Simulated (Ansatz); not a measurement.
This script for the Python package of Ansatz (0.2.0) starts 5 runs on TaN, space group P-6m2. What input does the engine get in each?

The script, `tan.py`:
```python
'''How the energy of TaN depends on the smearing.'''

import ansatz as az
from tabulate import tabulate

xtal = (
    az.Lattice.from_parameters(2.938, 2.938, 2.883, alpha=90, beta=90, gamma=120)
    .space_group(187)
    .atom('Ta', (0.0, 0.0, 0.5))
    .atom('N', (2 / 3, 1 / 3, 0.0))
)

base = xtal.calculation().functional('r2scan').basis(48 * az.Ry).kpoints(13, 13, 12, center='gamma')

rows = []
for value in [0.25, 0.15, 0.1, 0.05, 0.025]:
    summary = base.occupations('cold', width=value).run(threads=1, pin='off').report
    rows.append((value, summary['free_energy_ev'] / len(summary['lattice']['sites']), summary['n_iterations'], summary['n_kpoints']))

print(tabulate(rows, headers=['width (eV)', 'F/atom (eV)', 'iterations', 'k-points'], floatfmt='.4f', tablefmt='github'))

# differences from the last row
for row in rows[:-1]:
    shift = 1000 * (row[1] - rows[-1][1])
    print(f'{row[0]}: {shift:+.2f} meV/atom' + ('  (within 1 meV)' if abs(shift) < 1 else ''))
```

Run 1:
```yaml
crystal:
  lattice:
    a: 2.938
    b: 2.938
    c: 2.883
    alpha: 90.0
    beta: 90.0
    gamma: 120.0
  space_group: 187
  atoms:
    - { symbol: Ta, position: [0.0, 0.0, 0.5] }
    - { symbol: "N", position: [0.6666666666666666, 0.3333333333333333, 0.0] }
basis:
  ecutwfc: 653.073269903712
kpoints:
  mp_grid:
    grid: [13, 13, 12]
    shift: [0.0, 0.0, 0.0]
hamiltonian:
  xc: r2scan
scf:
  occupations:
    method: cold
    width: 0.25
```

Run 2, against run 1:
```diff
-    width: 0.25
+    width: 0.15
```

Run 3, against run 1:
```diff
-    width: 0.25
+    width: 0.1
```

Run 4, against run 1:
```diff
-    width: 0.25
+    width: 0.05
```

Run 5, against run 1:
```diff
-    width: 0.25
+    width: 0.025
```

```console
$ python tan.py
|   width (eV) |   F/atom (eV) |   iterations |   k-points |
|--------------|---------------|--------------|------------|
|       0.2500 |    -5165.9041 |            7 |        147 |
|       0.1500 |    -5165.9043 |            7 |        147 |
|       0.1000 |    -5165.9043 |            7 |        147 |
|       0.0500 |    -5165.9043 |            7 |        147 |
|       0.0250 |    -5165.9043 |            7 |        147 |
0.25: +0.16 meV/atom  (within 1 meV)
0.15: -0.01 meV/atom  (within 1 meV)
0.1: -0.01 meV/atom  (within 1 meV)
0.05: -0.00 meV/atom  (within 1 meV)
```

Reading the output:
- Spin is left out of this run.
- The narrowest width needs the finest mesh, so the last row is no converged reference.
- Spin-orbit coupling, which matters for elements this heavy, is left out.
- The starting cell is as deposited in a crystallographic database; the results hold for this polymorph, which needn't be the stable one.
- It ran for 53 s on 1 thread of Intel(R) Xeon(R) Processor @ 2.30GHz, with other jobs on the host, peak memory 0.6 GiB.
